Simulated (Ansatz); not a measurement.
# GeSiH6 (SMILES [SiH3][GeH3]): levels of theory compared

Wanted: a comparison of 6 runs (HF/3-21G, HF/cc-pVDZ, CAM-B3LYP/cc-pVDZ, PBE-QIDH/cc-pVDZ, RPA@PBE/cc-pVDZ, CCSD/cc-pVDZ) of GeSiH6. 

Program for the calculation: Ansatz 0.2.0.

48 further runs of the same task are left out: 7 that didn't finish, 41 set aside as unsound or not needed. Runs told in other sessions of the task aren't counted.

## Step 1: The system as given

The species is GeSiH6 (8 atoms), meant as a singlet with charge 0. SMILES: `[SiH3][GeH3]`. The Si1–H5 distance was set to 2.230 Å, away from the relaxed value. At this shape a bond of the SMILES string is far longer than usual.

Bond lengths: Si1–Ge2 2.378 Å, Si1–H3 1.487 Å, Si1–H4 1.487 Å, Ge2–H6 1.538 Å, Ge2–H7 1.538 Å, Ge2–H8 1.538 Å. Angles: Si1–Ge2–H6 110.6°, Si1–Ge2–H7 110.6°, Si1–Ge2–H8 110.6°, Ge2–Si1–H3 110.1°, Ge2–Si1–H4 110.1°, H6–Ge2–H7 108.3°, H6–Ge2–H8 108.3°, H7–Ge2–H8 108.3°, H3–Si1–H4 108.8°. A long bond or contact: Si1–H5 2.230 Å.

## Step 2: A single-point energy at HF/3-21G (run 1)

Input file run.yaml:

```yaml
basis:
  gaussian:
    orbitals: 3-21G-spherical.json
crystal:
  periodic: [false, false, false]
  atoms:
    - {symbol: Si, position_ang: [-0.905431, -0.177473, -0.721614]}
    - {symbol: Ge, position_ang: [0.140969, -0.957773, 1.265986]}
    - {symbol: H, position_ang: [-2.283631, 0.293227, -0.422314]}
    - {symbol: H, position_ang: [-0.979531, -1.272373, -1.724714]}
    - {symbol: H, position_ang: [0.260800, 1.514500, -1.587400]}
    - {symbol: H, position_ang: [0.230369, 0.169627, 2.307986]}
    - {symbol: H, position_ang: [1.565569, -1.454473, 0.967686]}
    - {symbol: H, position_ang: [-0.658031, -2.120173, 1.878686]}
magnetization:
  spin_polarized: false
  initial_magnetization: 0
hamiltonian:
  xc: hf
accuracy: high
output:
  orbitals: {seedname: orbitals}
```

The basis set 3-21G is read from a file made from the Basis Set Exchange's data (not shown).

Command:

```
$ ansatz run run.yaml --threads 1 --pin off --max-ram 3480MiB --events-out events.jsonl --progress --plain --runs-dir runs
```

What it wrote:

```text
Warning: RAYON_NUM_THREADS=1 ignored (pool sized by the plan → 1); use --threads N
Functional definition: HF
  name "HF"
  exchange = exact_x
  correlation = 0
903 factors; integrals over basis functions are off by at most 3.9e-9 eV
mean field evaluation 1: about -64112.2299 eV, gradient 1.0e1 eV
mean field evaluation 2: about -64112.2374 eV, gradient 9.9e0 eV
mean field evaluation 4: about -64112.7827 eV, gradient 5.5e-1 eV
mean field evaluation 8: about -64112.7848 eV, gradient 3.9e-7 eV
mean field -64112.78482378 eV, -2356.1013850675 hartree, gradient 6.4e-8 eV, S^2 0.000000; 0 other end points of the search recorded, 0 dependent functions left out
reference -64112.78482378 eV, -2356.1013850675 hartree; 26, 26 occupied and 21, 21 virtual orbitals, 903 factors
Total energy: -64112.78482378 eV, -2356.1013850675 hartree
```

Wall time 0.48 s (1 thread of Arm Neoverse V1, shared host); peak memory 0.099 GiB.

## Step 3: The energy at HF/cc-pVDZ (run 2)

Input file molecule.yaml:

```yaml
basis:
  gaussian:
    orbitals: cc-pVDZ
crystal:
  periodic: [false, false, false]
  atoms:
    - {symbol: Si, position_ang: [-0.905431, -0.177473, -0.721614]}
    - {symbol: Ge, position_ang: [0.140969, -0.957773, 1.265986]}
    - {symbol: H, position_ang: [-2.283631, 0.293227, -0.422314]}
    - {symbol: H, position_ang: [-0.979531, -1.272373, -1.724714]}
    - {symbol: H, position_ang: [0.260800, 1.514500, -1.587400]}
    - {symbol: H, position_ang: [0.230369, 0.169627, 2.307986]}
    - {symbol: H, position_ang: [1.565569, -1.454473, 0.967686]}
    - {symbol: H, position_ang: [-0.658031, -2.120173, 1.878686]}
accuracy: high
output:
  orbitals: {seedname: orbitals}
hamiltonian:
  xc: hf
```

Command:

```
$ ansatz run molecule.yaml --threads 1 --pin off --max-ram 3480MiB --events-out events.jsonl --progress --plain --runs-dir runs
```

What it wrote:

```text
Warning: RAYON_NUM_THREADS=1 ignored (pool sized by the plan → 1); use --threads N
[... 4 set-up lines as earlier in the session ...]
1726 factors; integrals over basis functions are off by at most 4.5e-9 eV
mean field evaluation 1: about -64426.4765 eV, gradient 1.2e1 eV
mean field evaluation 2: about -64426.5009 eV, gradient 1.2e1 eV
mean field evaluation 4: about -64427.4381 eV, gradient 8.9e-1 eV
mean field evaluation 8: about -64427.4412 eV, gradient 4.5e-4 eV
mean field -64427.44119649 eV, -2367.6647934828 hartree, gradient 2.5e-8 eV, S^2 0.000000; 0 other end points of the search recorded, 0 dependent functions left out
reference -64427.44119649 eV, -2367.6647934828 hartree; 26, 26 occupied and 49, 49 virtual orbitals, 1726 factors
Total energy: -64427.44119649 eV, -2367.6647934828 hartree
```

It took 2.6 s on 1 thread of Arm Neoverse V1, shared host; peak memory 0.2 GiB.

Runs 3 to 4 aren't shown in full; the table further down has their settings and results.

## Step 4: The energy at RPA@PBE/cc-pVDZ (run 5)

run.yaml, as its differences from that of step 2:

```diff
@@ -2,3 +2,3 @@
   gaussian:
-    orbitals: 3-21G-spherical.json
+    orbitals: cc-pVDZ
 crystal:
@@ -14,9 +14,7 @@
     - {symbol: H, position_ang: [-0.658031, -2.120173, 1.878686]}
-magnetization:
-  spin_polarized: false
-  initial_magnetization: 0
 hamiltonian:
-  xc: hf
+  xc: {name: PBE}
+correlation:
+  method: rpa
+  frozen_orbitals: {Ge: 9, H: 0, Si: 5}
 accuracy: high
-output:
-  orbitals: {seedname: orbitals}
```

Command:

```
$ ansatz run run.yaml --threads 1 --pin off --max-ram 3480MiB --events-out events.jsonl --progress --plain --runs-dir runs
```

What it wrote:

```text
Warning: RAYON_NUM_THREADS=1 ignored (pool sized by the plan → 1); use --threads N
Functional definition: PBE
  name "PBE"
  parameter kappa = 0.804
  parameter beta = 0.06672455060314922
  exchange = pbe_x(kappa = kappa, mu = beta*pi^2/3)
  correlation = pbe_c(beta = beta)
1726 factors; integrals over basis functions are off by at most 4.5e-9 eV
mean field evaluation 1: about -64476.6325 eV, gradient 1.4e1 eV
mean field evaluation 2: about -64476.6247 eV, gradient 1.4e1 eV
mean field evaluation 4: about -64477.2988 eV, gradient 3.7e0 eV
mean field evaluation 8: about -64477.3842 eV, gradient 3.0e-2 eV
mean field evaluation 16: about -64477.3842 eV, gradient 1.6e-6 eV
mean field -64477.38419837 eV, -2369.5001649495 hartree, gradient 3.2e-8 eV, S^2 0.000000; 0 other end points of the search recorded, 0 dependent functions left out
14 core orbitals not correlated: weight in the atoms' cores, before any rotation towards them, 1.000 or more for the frozen orbitals, at most 0.000 for the correlated occupied ones
reference -64426.46516733 eV, -2367.6289250727 hartree; 12, 12 occupied and 49, 49 virtual orbitals, 1726 factors
Total energy: -64439.85976673 eV, -2368.1211675214 hartree
```

It took 9.3 s on 1 thread of Arm Neoverse V1, shared host; peak memory 0.24 GiB.

## Step 5: The energy at CCSD/cc-pVDZ (run 6)

Input file job.yaml:

```yaml
crystal:
  periodic: [false, false, false]
  atoms:
    - {symbol: Si, position_ang: [-0.905431, -0.177473, -0.721614]}
    - {symbol: Ge, position_ang: [0.140969, -0.957773, 1.265986]}
    - {symbol: H, position_ang: [-2.283631, 0.293227, -0.422314]}
    - {symbol: H, position_ang: [-0.979531, -1.272373, -1.724714]}
    - {symbol: H, position_ang: [0.260800, 1.514500, -1.587400]}
    - {symbol: H, position_ang: [0.230369, 0.169627, 2.307986]}
    - {symbol: H, position_ang: [1.565569, -1.454473, 0.967686]}
    - {symbol: H, position_ang: [-0.658031, -2.120173, 1.878686]}
basis:
  gaussian: {orbitals: cc-pVDZ}
correlation: {method: ccsd, frozen_orbitals: {Ge: 9, H: 0, Si: 5}}
accuracy: high
scf: {omitted_lower_state_checks: [cluster_reference, increment]}
```

Command:

```
$ ansatz run job.yaml --threads 1 --pin off --max-ram 3480MiB --events-out events.jsonl --progress --plain --runs-dir runs
```

What it wrote:

```text
Warning: RAYON_NUM_THREADS=1 ignored (pool sized by the plan → 1); use --threads N
[... 11 lines left out ...]
14 core orbitals not correlated: weight in the atoms' cores, before any rotation towards them, 1.000 or more for the frozen orbitals, at most 0.000 for the correlated occupied ones
[... 25 lines left out ...]
Total energy: -64435.33672135 eV, -2367.9549486698 hartree
Checks for a lower state left out: cluster_reference, increment
```

Run time: 8.1 s. Hardware: 1 thread of Arm Neoverse V1, shared host; peak memory 0.31 GiB.

## Step 6: The series

| run | level | frozen core orbitals | energy (Eh) | HOMO energy (eV) | LUMO energy (eV) | HOMO–LUMO gap (eV) | wall time |
| --- | --- | --- | --- | --- | --- | --- | --- |
| 1 | HF/3-21G | – | -2356.101385 | -10.09 | 1.84 | 11.93 | 0.48 s |
| 2 | HF/cc-pVDZ | – | -2367.664793 | -10.15 | 1.65 | 11.80 | 2.6 s |
| 3 | CAM-B3LYP/cc-pVDZ | – | -2370.094337 | -9.01 | -0.51 | 8.49 | 8.4 s |
| 4 | PBE-QIDH/cc-pVDZ | 14 | -2369.110567 | -9.40 | 0.09 | 9.50 | 9.6 s |
| 5 | RPA@PBE/cc-pVDZ | 14 | -2368.121168 | – | – | – | 9.3 s |
| 6 | CCSD/cc-pVDZ | 14 | -2367.954949 | – | – | – | 8.1 s |

## Step 7: What came out

| quantity | value |
| --- | --- |
| run 6: total energy | -2367.95495 Eh |
| run 6: correlation energy (14 core orbitals frozen) | -290.2 mEh |
| run 6: T1 diagnostic | 0.013 |

**Reading.** Over runs 1, 2, 3, 4 the HOMO–LUMO gap runs from 8.49 eV (CAM-B3LYP/cc-pVDZ) to 11.93 eV (HF/3-21G). The two ends differ in method and basis. Totals of different functionals can't be ranked against each other. In run 6 the log says that unrestricted orbitals would lower the reference, so the values rest on an unstable closed-shell determinant (other closed-shell runs at this shape may share the fault). In runs 1, 2, 3, 6 a closed-shell determinant meets a far-stretched bond; if it breaks into open shells, such a determinant describes it badly, and no broken-symmetry solution was shown. All runs together took 39 s, the longest 9.6 s.
